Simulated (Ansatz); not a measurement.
# SiF2Cl2 (SiCl₂F₂): single points with varied inputs

Aim: run SiF2Cl2 (SiCl₂F₂) under a spread of inputs, and see what each costs and gives.

Computed with Ansatz 0.2.0, Gaussian basis. Level: the settings change from run to run.

## 1. The geometry

The geometry comes from an earlier relaxation with PBE0-D4/def2-SVP; it is a stationary point.

5 atoms, charge 0, spin multiplicity 1.

Atoms are counted from 1 here; the program's logs count them from 0.

Bond lengths: Si1–F2 1.597 Å, Si1–F3 1.597 Å, Si1–Cl4 2.018 Å, Si1–Cl5 2.018 Å. Angles: F2–Si1–F3 107.6°, F2–Si1–Cl4 109.4°, F2–Si1–Cl5 109.4°, F3–Si1–Cl4 109.4°, F3–Si1–Cl5 109.4°, Cl4–Si1–Cl5 111.7°.

## 2. B3LYP5/pcseg-2

Contents of in.yaml:

```yaml
crystal:
  periodic: [false, false, false]
  atoms:
    - {symbol: Si, position_ang: [0.062104, -0.000259, 0.043267]}
    - {symbol: F, position_ang: [0.099275, -0.015235, 1.639720]}
    - {symbol: F, position_ang: [1.572677, 0.006943, -0.474797]}
    - {symbol: Cl, position_ang: [-0.869766, 1.674612, -0.588488]}
    - {symbol: Cl, position_ang: [-0.864290, -1.666061, -0.619713]}
basis:
  gaussian: {orbitals: pcseg-2}
hamiltonian: {xc: {name: B3LYP5}}
scf: {omitted_lower_state_checks: [starts]}
output: {forces: true}
```

On the command line:

```console
ansatz run in.yaml --threads 4 --pin off --events-out ev --progress --plain --max-ram 3916MiB
```

The log of the run:

```text
Functional definition: B3LYP5
  name "B3LYP5"
  cite "Stephens, Devlin, Chabalowski & Frisch, J. Phys. Chem. 98, 11623 (1994) doi:10.1021/j100096a001"
  cite "Becke, Phys. Rev. A 38, 3098 (1988) doi:10.1103/PhysRevA.38.3098"
  cite "Lee, Yang & Parr, Phys. Rev. B 37, 785 (1988) doi:10.1103/PhysRevB.37.785"
  cite "Vosko, Wilk & Nusair, Can. J. Phys. 58, 1200 (1980) doi:10.1139/p80-159"
  parameter a0 = 0.2
  parameter ax = 0.72
  parameter ac = 0.81
  exchange = (1 - a0 - ax)*slater_x + ax*b88_x + a0*exact_x
  correlation = (1 - ac)*vwn5_c + ac*lyp_c
these checks for a lower state are left out or cut short: starts
1139 factors; their error is unknown
mean field evaluation 1: about -38358.4296 eV, gradient 4.8e1 eV
mean field evaluation 2: about -38352.9866 eV, gradient 8.0e1 eV
mean field evaluation 4: about -38361.5941 eV, gradient 9.6e-1 eV
mean field evaluation 8: about -38361.7326 eV, gradient 3.1e-2 eV
mean field -38361.73258260 eV, -1409.7676698943 hartree, gradient 1.3e-5 eV, S^2 0.000000; 0 other end points of the search recorded, 0 dependent functions left out
the calculation of the forces begins
reference -38361.73280905 eV, -1409.7676782161 hartree; 33, 33 occupied and 129, 129 virtual orbitals, 1139 factors
Total energy: -38361.73280905 eV, -1409.7676782161 hartree
Atom 0 at     0.062104    -0.000259     0.043267 Å, force     0.661616    -0.003910     0.460957 eV/Å
Atom 1 at     0.099275    -0.015235     1.639720 Å, force     0.004459     0.008019    -0.806634 eV/Å
Atom 2 at     1.572677     0.006943    -0.474797 Å, force    -0.755257    -0.003413     0.283570 eV/Å
Atom 3 at    -0.869766     1.674612    -0.588488 Å, force     0.044877    -0.011918     0.031129 eV/Å
Atom 4 at    -0.864290    -1.666061    -0.619713 Å, force     0.044306     0.011223     0.030977 eV/Å
Dipole moment:    -0.130747     0.000756    -0.091098 e Å
Checks for a lower state left out: starts
```

It took 2 s on 4 threads of Arm Neoverse V2, shared host.

Largest force 0.807 eV/Å, dipole 0.77 D.

## 3. BLYP/6-31++G**

Options: D3(BJ) with three-body dispersion.

in.yaml, as its differences from that of step 2:

```diff
@@ -9,4 +9,4 @@
 basis:
-  gaussian: {orbitals: pcseg-2}
-hamiltonian: {xc: {name: B3LYP5}}
+  gaussian: {orbitals: "6-31++G**"}
+hamiltonian: {xc: {name: BLYP}, dispersion: d3bjatm}
 scf: {omitted_lower_state_checks: [starts]}
```

Launched as before.

The log of the run (excerpt; [...] marks lines left out):

```text
Functional definition: BLYP
  name "BLYP"
  cite "Becke, Phys. Rev. A 38, 3098 (1988) doi:10.1103/PhysRevA.38.3098"
  cite "Lee, Yang & Parr, Phys. Rev. B 37, 785 (1988) doi:10.1103/PhysRevB.37.785"
[...]
1017 factors; their error is unknown
[...]
mean field -38360.94320707 eV, -1409.7386608786 hartree, gradient 4.7e-5 eV, S^2 0.000000; 0 other end points of the search recorded, 0 dependent functions left out
[...]
reference -38360.94357320 eV, -1409.7386743336 hartree; 33, 33 occupied and 74, 74 virtual orbitals, 1017 factors
Total energy: -38361.25487072 eV, -1409.7501143063 hartree
Atom 0 at     0.062104    -0.000259     0.043267 Å, force    -0.136127     0.000203    -0.094879 eV/Å
Atom 1 at     0.099275    -0.015235     1.639720 Å, force     0.014911    -0.006083     0.691849 eV/Å
Atom 2 at     1.572677     0.006943    -0.474797 Å, force     0.654147     0.003543    -0.225623 eV/Å
Atom 3 at    -0.869766     1.674612    -0.588488 Å, force    -0.267087     0.541119    -0.180444 eV/Å
Atom 4 at    -0.864290    -1.666061    -0.619713 Å, force    -0.265845    -0.538782    -0.190903 eV/Å
Dipole moment:    -0.120283     0.000700    -0.083808 e Å
Checks for a lower state left out: starts
```

Wall time 1.3 s (4 threads of Arm Neoverse V2, shared host).

Largest force 0.692 eV/Å, dipole 0.70 D.

## 4. r2SCANh/6-31++G**

Set apart from the defaults: D4 dispersion, high accuracy.

in.yaml, as its differences from that of step 3:

```diff
@@ -10,3 +10,4 @@
   gaussian: {orbitals: "6-31++G**"}
-hamiltonian: {xc: {name: BLYP}, dispersion: d3bjatm}
+hamiltonian: {xc: {name: r2SCANh}, dispersion: d4}
+accuracy: high
 scf: {omitted_lower_state_checks: [starts]}
```

Launched as before.

The log of the run (excerpt; [...] marks lines left out):

```text
Functional definition: r2SCANh
  name "r2SCANh"
  cite "Bursch, Neugebauer, Ehlert & Grimme, J. Chem. Phys. 156, 134105 (2022) doi:10.1063/5.0086040"
  cite "Furness, Kaplan, Ning, Perdew & Sun, J. Phys. Chem. Lett. 11, 8208 (2020) doi:10.1021/acs.jpclett.0c02405"
  cite "Furness, Kaplan, Ning, Perdew & Sun, J. Phys. Chem. Lett. 11, 9248 (2020) doi:10.1021/acs.jpclett.0c03077"
  parent r2scan
[...]
2082 factors; integrals over basis functions are off by at most 3.7e-9 eV
[...]
mean field -38356.87947017 eV, -1409.5893213020 hartree, gradient 2.7e-8 eV, S^2 0.000000; 0 other end points of the search recorded, 0 dependent functions left out
[...]
reference -38356.87947219 eV, -1409.5893213764 hartree; 33, 33 occupied and 74, 74 virtual orbitals, 2082 factors
Total energy: -38356.91908812 eV, -1409.5907772349 hartree
Atom 0 at     0.062104    -0.000259     0.043267 Å, force     0.167526    -0.001428     0.116697 eV/Å
Atom 1 at     0.099275    -0.015235     1.639720 Å, force    -0.010466     0.003360    -0.314587 eV/Å
Atom 2 at     1.572677     0.006943    -0.474797 Å, force    -0.298820    -0.000977     0.099150 eV/Å
Atom 3 at    -0.869766     1.674612    -0.588488 Å, force     0.071250    -0.063612     0.048964 eV/Å
Atom 4 at    -0.864290    -1.666061    -0.619713 Å, force     0.070510     0.062657     0.049776 eV/Å
Dipole moment:    -0.113025     0.000670    -0.078751 e Å
Checks for a lower state left out: starts
```

It took 8 s on 4 threads of Arm Neoverse V2, shared host.

Largest force 0.315 eV/Å, dipole 0.66 D.

## 5. B3LYP/pcseg-2

Set apart from the defaults: charge +1, multiplicity 2, D4 dispersion, the search for lower states set to light.

in.yaml, as its differences from that of step 4:

```diff
@@ -9,6 +9,6 @@
 basis:
-  gaussian: {orbitals: "6-31++G**"}
-hamiltonian: {xc: {name: r2SCANh}, dispersion: d4}
-accuracy: high
-scf: {omitted_lower_state_checks: [starts]}
-output: {forces: true}
+  gaussian: {orbitals: pcseg-2}
+total_charge: 1
+magnetization: {spin_polarized: true, initial_magnetization: 1}
+hamiltonian: {xc: {name: B3LYP}, dispersion: d4}
+scf: {lower_state_search: light}
```

Same command.

The log of the run (excerpt; [...] marks lines left out):

```text
Functional definition: B3LYP
  name "B3LYP"
  cite "Stephens, Devlin, Chabalowski & Frisch, J. Phys. Chem. 98, 11623 (1994) doi:10.1021/j100096a001"
  cite "Becke, Phys. Rev. A 38, 3098 (1988) doi:10.1103/PhysRevA.38.3098"
  cite "Lee, Yang & Parr, Phys. Rev. B 37, 785 (1988) doi:10.1103/PhysRevB.37.785"
  cite "Vosko, Wilk & Nusair, Can. J. Phys. 58, 1200 (1980) doi:10.1139/p80-159"
[...]
1139 factors; their error is unknown
[...]
mean field -38356.36159166 eV, -1409.5702896179 hartree, gradient 7.6e-6 eV, S^2 0.755532; 5 other end points of the search recorded, 0 dependent functions left out
reference -38356.36183114 eV, -1409.5702984184 hartree; 33, 32 occupied and 129, 130 virtual orbitals, 1139 factors
Total energy: -38356.61383486 eV, -1409.5795593843 hartree
```

It took 13 s on 4 threads of Arm Neoverse V2, shared host; peak memory 0.8 GiB.

⟨S²⟩ 0.756.

## 6. All runs side by side

```tsv
level	charge	multiplicity	geometry	functions	energy (eV)	time
B3LYP5/pcseg-2	0	1	relaxed	162	-38361.733	2 s
BLYP/6-31++G**	0	1	relaxed	107	-38361.255	1.3 s
r2SCANh/6-31++G**	0	1	relaxed	107	-38356.919	8 s
B3LYP/pcseg-2	1	2	relaxed	162	-38356.614	13 s
```

## 7. What came out

```
                                         quantity                  value
                                             runs                      4
                                         quickest  BLYP/6-31++G**, 1.3 s
                                          slowest    B3LYP/pcseg-2, 13 s
spread of total energies, same state and geometry                 4.8 eV
                  dipole, same state and geometry         0.66 to 0.77 D
```

**Reading.** B3LYP/pcseg-2 took 10 times as long as BLYP/6-31++G**. The jobs differ in tasks and options as well as level. The totals spread over 5 eV; they can't be compared across methods or bases. At the PBE0-D4/def2-SVP geometry and in the same state, runs without warnings or point charges leave forces up to 0.81 eV/Å (B3LYP5/pcseg-2). At that geometry and state the dipole changes by 16 % between the lowest and highest value.
